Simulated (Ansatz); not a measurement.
**SiH₃O₄ radical: up Jacob's ladder to CCSD(T)**

Aim: compute SiH₃O₄ radical with functionals from several rungs and with coupled cluster. The yardstick is the atomisation energy at the CCSD(T) limit.

The runs use Ansatz 0.2.0, Gaussian basis; functionals in def2-TZVPP, the program's frozen cores in correlated methods.

Plan: LDA (SPW92), PBE-D4, revPBE-D4, BLYP-D4, r2SCAN-D4, B97M-V, PBE0-D4, B3LYP-D4, r2SCANh-D4, r2SCAN0-D4, HSE06-D4, BHLYP-D4, CAM-B3LYP-D4, LC-ωPBE, ωB97X-V, ωB97M-V, B2PLYP, PBE-QIDH; CCSD(T)/def2-SVP; CCSD(T)/def2-TZVPP; MP2/def2-QZVPP; extrapolation to the limit; RPA on PBE.

## Step 1: The geometry

All runs share one geometry, relaxed beforehand with PBE0-D4 in a triple-zeta def2 set.

SMILES `[O][Si](O)(O)O`, 8 atoms, charge 0, spin multiplicity 2.

Atoms are counted from 1 here; the program's logs count them from 0.

Bond lengths: O1–Si2 1.656 Å, Si2–O3 1.631 Å, Si2–O4 1.622 Å, Si2–O5 1.624 Å, O3–H6 0.959 Å, O4–H7 0.959 Å, O5–H8 0.958 Å. Angles: O1–Si2–O3 102.2°, O1–Si2–O4 107.0°, O1–Si2–O5 116.5°, O3–Si2–O4 116.6°, O3–Si2–O5 108.2°, O4–Si2–O5 106.6°, Si2–O3–H6 117.6°, Si2–O4–H7 116.9°, Si2–O5–H8 118.2°.

## Step 2: LDA

This LDA is Slater exchange with PW92 correlation.

The input, in.yaml:

```yaml
crystal:
  periodic: [false, false, false]
  atoms:
    - {symbol: O, position_ang: [-1.417605, 0.247787, 1.193032]}
    - {symbol: Si, position_ang: [-0.195771, 0.058690, 0.091018]}
    - {symbol: O, position_ang: [1.117121, -0.067327, 1.049779]}
    - {symbol: O, position_ang: [-0.249880, 1.339090, -0.902694]}
    - {symbol: O, position_ang: [-0.266319, -1.263511, -0.849683]}
    - {symbol: H, position_ang: [1.271433, 0.632970, 1.686711]}
    - {symbol: H, position_ang: [-0.093953, 1.173100, -1.833844]}
    - {symbol: H, position_ang: [-0.165036, -2.120800, -0.434320]}
basis:
  gaussian: {orbitals: def2-TZVPP}
magnetization: {spin_polarized: true, initial_magnetization: 1}
hamiltonian: {xc: lda}
output: {orbitals: {seedname: orbitals}}
```

On the command line:

```
ansatz run in.yaml --threads 4 --pin off --events-out ev --progress --plain --max-ram 10444MiB
```

The runs that follow: PBE-D4 (GGA); revPBE-D4 (GGA); BLYP-D4 (GGA); r2SCAN-D4 (meta-GGA); B97M-V (meta-GGA); PBE0-D4 (hybrid); B3LYP-D4 (hybrid); r2SCANh-D4 (hybrid); r2SCAN0-D4 (hybrid); HSE06-D4 (hybrid); BHLYP-D4 (hybrid); CAM-B3LYP-D4 (range-separated); LC-ωPBE (range-separated); ωB97X-V (range-separated); ωB97M-V (range-separated); B2PLYP (double hybrid); PBE-QIDH (double hybrid); CCSD(T) in def2-SVP; CCSD(T) in def2-TZVPP; MP2 in def2-QZVPP; RPA on PBE orbitals.

**Question.** What will the summary of the whole plan be? Wanted: atomisation energy, CCSD(T)/CBS; farthest beyond LDA; mean size of error, GGA; mean size of error, meta-GGA; mean size of error, hybrid; mean size of error, range-separated; mean size of error, double hybrid; gap, smallest and largest; T1 diagnostic.

As calculated:

| quantity | value |
| --- | --- |
| atomisation energy, CCSD(T)/CBS | 775.6 kcal/mol |
| functionals within 3.9 kcal/mol (0.5 %) | BLYP-D4, r2SCAN-D4, CAM-B3LYP-D4, ωB97M-V |
| farthest beyond LDA | BHLYP-D4 (-43.6 kcal/mol) |
| mean size of error, GGA | 9.5 kcal/mol |
| mean size of error, meta-GGA | 2.1 kcal/mol |
| mean size of error, hybrid | 19.8 kcal/mol |
| mean size of error, range-separated | 4.5 kcal/mol |
| mean size of error, double hybrid | 16.9 kcal/mol |
| gap, smallest and largest | 0.35 eV (LDA (SPW92)), 10.05 eV (LC-ωPBE) |
| T1 diagnostic | 0.0150 |
| triples share of the correlation energy | 3.3 % |

In words: The LDA atomisation energy is off by 125.2 kcal/mol (16 %): it overbinds. PBE-D4 misses by +9.4 kcal/mol. Double hybrids carry the basis error of their MP2 part in triple zeta, and no dispersion term here, so their miss is partly the set-up's. Taken by rung, meta-GGA functionals do best (2.1 kcal/mol on average) and hybrid ones worst beyond LDA (19.8 kcal/mol). The mean of the hybrids holds BHLYP, with half exact exchange. The reference freezes the cores and leaves out relativity and excitations past (T), so misses under about 3.9 kcal/mol can't be ranked. Hartree-Fock recovers 68 % of the binding; the rest is correlation. CCSD(T) in def2-SVP is off by -82.2 kcal/mol, so the small basis spoils what the method gains. The gap grows from 0.3 to 10.1 eV across the functionals, mostly with the share of exact exchange.
